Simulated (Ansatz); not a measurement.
# Dimethylphenylsulfonium tetrafluoroborate (C8H11BF4S): the relaxed shape and its frontier levels

Aim: characterise dimethylphenylsulfonium tetrafluoroborate (C8H11BF4S) as a singlet: its structure, frontier levels and distribution of charge.

Method: RKS PBE0-D4/def2-TZVP; program: Ansatz 0.2.0, Gaussian basis.

Plan: relaxation at PBE-D4/def2-SVP; a single point at PBE0-D4/def2-TZVP.

4 further runs of the same task are left out: 4 that didn't finish. Runs told in other sessions of the task aren't counted.

**1. Starting geometry**

25 atoms, charge 0, spin multiplicity 1.

Atoms are counted from 1 here; the program's logs count them from 0.

Bond lengths: C1–S2 1.804 Å, C1–H10 1.085 Å, C1–H11 1.086 Å, C1–H12 1.083 Å, S2–C3 1.821 Å, S2–C4 1.799 Å, C3–H13 1.085 Å, C3–H14 1.084 Å, C3–H15 1.083 Å, C4–C5 1.387 Å, C4–C9 1.385 Å, C5–C6 1.385 Å, C5–H16 1.078 Å, C6–C7 1.385 Å, C6–H17 1.079 Å, C7–C8 1.386 Å, C7–H18 1.080 Å, C8–C9 1.385 Å and more. Angles: S2–C1–H10 106.9°, S2–C1–H11 106.1°, S2–C1–H12 111.7°, H10–C1–H11 108.7°, H10–C1–H12 111.8°, H11–C1–H12 111.5°, C1–S2–C3 97.7°, C1–S2–C4 103.1°, C3–S2–C4 98.9°, S2–C3–H13 106.9°, S2–C3–H14 107.7°, S2–C3–H15 112.0°, H13–C3–H14 109.2°, H13–C3–H15 110.6°, H14–C3–H15 110.3°, S2–C4–C5 115.5°, S2–C4–C9 123.5°, C5–C4–C9 121.0° and more.

The start is a GFN2-xTB geometry.

**2. Relaxation at PBE-D4/def2-SVP**

Contents of in.yaml:

```yaml
crystal:
  periodic: [false, false, false]
  atoms:
    - {symbol: C, position_ang: [1.851280, 1.265370, 0.462840]}
    - {symbol: S, position_ang: [1.152140, -0.206730, -0.310830]}
    - {symbol: C, position_ang: [1.452880, 0.263710, -2.043630]}
    - {symbol: C, position_ang: [-0.619000, 0.098980, -0.241450]}
    - {symbol: C, position_ang: [-1.399090, -0.993280, 0.106430]}
    - {symbol: C, position_ang: [-2.776210, -0.856440, 0.158210]}
    - {symbol: C, position_ang: [-3.362240, 0.365490, -0.129160]}
    - {symbol: C, position_ang: [-2.573140, 1.454130, -0.465440]}
    - {symbol: C, position_ang: [-1.195620, 1.325420, -0.526970]}
    - {symbol: H, position_ang: [1.542320, 1.251500, 1.502360]}
    - {symbol: H, position_ang: [2.929230, 1.144490, 0.419320]}
    - {symbol: H, position_ang: [1.533370, 2.171300, -0.038890]}
    - {symbol: H, position_ang: [2.524570, 0.210090, -2.203050]}
    - {symbol: H, position_ang: [0.961630, -0.468400, -2.674840]}
    - {symbol: H, position_ang: [1.083240, 1.258070, -2.263930]}
    - {symbol: H, position_ang: [-0.920140, -1.927720, 0.350720]}
    - {symbol: H, position_ang: [-3.387570, -1.704390, 0.424810]}
    - {symbol: H, position_ang: [-4.435610, 0.473250, -0.087790]}
    - {symbol: H, position_ang: [-3.028280, 2.409480, -0.680290]}
    - {symbol: H, position_ang: [-0.596180, 2.182480, -0.794350]}
    - {symbol: F, position_ang: [1.293600, -2.805770, 0.883590]}
    - {symbol: B, position_ang: [1.873110, -1.983330, 1.836610]}
    - {symbol: F, position_ang: [0.936090, -0.932160, 2.067970]}
    - {symbol: F, position_ang: [2.170840, -2.629300, 2.982700]}
    - {symbol: F, position_ang: [2.988770, -1.366220, 1.265040]}
basis:
  gaussian: {orbitals: def2-SVP}
hamiltonian: {xc: pbe, dispersion: d4}
scf: {lower_state_search: "off"}
output: {orbitals: {seedname: orbitals}}
relax: {f_tol: 0.03, max_steps: 70}
```

Command:

```bash
> ansatz run in.yaml --threads 4 --pin off --events-out ev --progress --plain --max-ram 6963MiB
```

The runs that follow: Single point, PBE0-D4/def2-TZVP.

Q: Predict the results of all the runs planned. Wanted: point group; commonest bond, hydrogen aside; HOMO, LUMO at PBE0-D4/def2-TZVP; dipole at PBE-D4/def2-SVP.

The runs gave:

```
                       quantity                          value
                    point group                             C1
 commonest bond, hydrogen aside  C–C, 6 of mean length 1.404 Å
HOMO, LUMO at PBE0-D4/def2-TZVP                -8.18, -1.89 eV
      dipole at PBE-D4/def2-SVP                        11.93 D
```

What this shows: The molecule keeps its bonding pattern by the stored test; the atoms moved 0.16 Å (rms). No usable vibrations, so a minimum isn't proven. The point group is read from a loosely relaxed geometry; soft torsions can leave it below the true symmetry.
